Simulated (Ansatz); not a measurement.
# C3H15GeNSi2: basis-set convergence

One table from this session's results is given with a row withheld; the runs are named, their logs left out.

Computed with Ansatz 0.2.0, Gaussian basis. Level: one geometry, several basis sets.

Plan: PBE0-D4/def2-SVP; ωB97M-V/def2-SVP; PBE0-D4/def2-QZVPP; ωB97M-V/def2-QZVPP; the functionals' def2-TZVPP values are taken from earlier runs.

### The relaxed structure

All runs share one geometry, relaxed beforehand with PBE0-D4 in a triple-zeta def2 set.

SMILES `C[Si](C)(C)[N]([SiH3])[GeH3]`, 22 atoms, charge 0, spin multiplicity 1.

Atoms are counted from 1 here; the program's logs count them from 0.

Bond lengths: C1–Si2 1.871 Å, C1–H8 1.094 Å, C1–H9 1.093 Å, C1–H10 1.093 Å, Si2–C3 1.871 Å, Si2–C4 1.871 Å, Si2–N5 1.746 Å, C3–H11 1.093 Å, C3–H12 1.093 Å, C3–H13 1.094 Å, C4–H14 1.093 Å, C4–H15 1.093 Å, C4–H16 1.094 Å, N5–Si6 1.723 Å, N5–Ge7 1.851 Å, Si6–H17 1.489 Å, Si6–H18 1.489 Å, Si6–H19 1.490 Å and more. Angles: Si2–C1–H8 109.3°, Si2–C1–H9 112.1°, Si2–C1–H10 112.1°, H8–C1–H9 107.5°, H8–C1–H10 107.5°, H9–C1–H10 108.1°, C1–Si2–C3 109.4°, C1–Si2–C4 109.4°, C1–Si2–N5 108.3°, C3–Si2–C4 109.5°, C3–Si2–N5 110.1°, C4–Si2–N5 110.1°, Si2–C3–H11 111.7°, Si2–C3–H12 110.8°, Si2–C3–H13 110.8°, H11–C3–H12 107.9°, H11–C3–H13 107.5°, H12–C3–H13 108.0° and more.

Coordinates:

| atom | x (Å) | y (Å) | z (Å) |
| --- | --- | --- | --- |
| C1 | -0.81538 | -2.06533 | -0.24466 |
| Si2 | -0.65509 | -0.25983 | 0.22042 |
| C3 | -2.01880 | 0.71875 | -0.60646 |
| C4 | -0.79582 | -0.08096 | 2.07757 |
| N5 | 0.90457 | 0.30980 | -0.32049 |
| Si6 | 2.04132 | -0.69417 | -1.13889 |
| Ge7 | 1.40308 | 2.06711 | -0.02204 |
| H8 | -1.78829 | -2.43961 | 0.08684 |
| H9 | -0.75527 | -2.21832 | -1.32521 |
| H10 | -0.04730 | -2.68162 | 0.22949 |
| H11 | -1.95924 | 1.78254 | -0.36173 |
| H12 | -1.96189 | 0.62054 | -1.69369 |
| H13 | -3.00199 | 0.36214 | -0.28626 |
| H14 | -0.01412 | -0.65430 | 2.58271 |
| H15 | -0.70361 | 0.96207 | 2.39169 |
| H16 | -1.76432 | -0.44645 | 2.43087 |
| H17 | 2.47458 | -1.85897 | -0.31791 |
| H18 | 1.51398 | -1.22914 | -2.42509 |
| H19 | 3.24375 | 0.13334 | -1.43971 |
| H20 | 2.67492 | 2.10977 | 0.84352 |
| H21 | 1.67076 | 2.76978 | -1.36486 |
| H22 | 0.24498 | 2.76286 | 0.71257 |

The first run:

in.yaml

```yaml
crystal:
  periodic: [false, false, false]
  atoms:
    - {symbol: C, position_ang: [-0.815383, -2.065330, -0.244665]}
    - {symbol: Si, position_ang: [-0.655094, -0.259826, 0.220420]}
    - {symbol: C, position_ang: [-2.018799, 0.718747, -0.606464]}
    - {symbol: C, position_ang: [-0.795824, -0.080962, 2.077573]}
    - {symbol: N, position_ang: [0.904570, 0.309802, -0.320491]}
    - {symbol: Si, position_ang: [2.041316, -0.694171, -1.138889]}
    - {symbol: Ge, position_ang: [1.403083, 2.067109, -0.022036]}
    - {symbol: H, position_ang: [-1.788291, -2.439613, 0.086840]}
    - {symbol: H, position_ang: [-0.755269, -2.218322, -1.325208]}
    - {symbol: H, position_ang: [-0.047303, -2.681619, 0.229492]}
    - {symbol: H, position_ang: [-1.959242, 1.782536, -0.361727]}
    - {symbol: H, position_ang: [-1.961894, 0.620539, -1.693687]}
    - {symbol: H, position_ang: [-3.001995, 0.362141, -0.286257]}
    - {symbol: H, position_ang: [-0.014122, -0.654301, 2.582712]}
    - {symbol: H, position_ang: [-0.703610, 0.962066, 2.391691]}
    - {symbol: H, position_ang: [-1.764321, -0.446450, 2.430866]}
    - {symbol: H, position_ang: [2.474582, -1.858966, -0.317911]}
    - {symbol: H, position_ang: [1.513983, -1.229136, -2.425091]}
    - {symbol: H, position_ang: [3.243754, 0.133343, -1.439711]}
    - {symbol: H, position_ang: [2.674920, 2.109770, 0.843523]}
    - {symbol: H, position_ang: [1.670763, 2.769784, -1.364857]}
    - {symbol: H, position_ang: [0.244978, 2.762861, 0.712575]}
basis:
  gaussian: {orbitals: def2-SVP}
hamiltonian: {xc: pbe0, dispersion: d4}
output: {orbitals: {seedname: orbitals}}
```

Started as:

```console
ansatz run in.yaml --threads 4 --pin off --events-out ev --progress --plain --max-ram 46080MiB --backend cpu
```

Among the steps run: PBE0-D4 in def2-SVP; ωB97M-V in def2-SVP; PBE0-D4 in def2-QZVPP; ωB97M-V in def2-QZVPP.

One of the session's tables, all rows but one given; the rest of the session is left out.

It belongs to the step «Functionals by basis». 

```
functional       basis  HOMO (eV)  LUMO (eV)
   PBE0-D4    def2-SVP      -7.00       0.46
   PBE0-D4  def2-TZVPP      -7.10       0.13
   PBE0-D4  def2-QZVPP      -7.12      -0.03
   ωB97M-V    def2-SVP      -9.22       2.26
   ωB97M-V  def2-TZVPP      -9.35       1.76
   ωB97M-V  def2-QZVPP          ?          ?
```

Estimate the missing values for ωB97M-V, def2-QZVPP.

**Answer.** HOMO (eV): -9.36; LUMO (eV): 1.37. In the column «HOMO (eV)» it is the lowest.
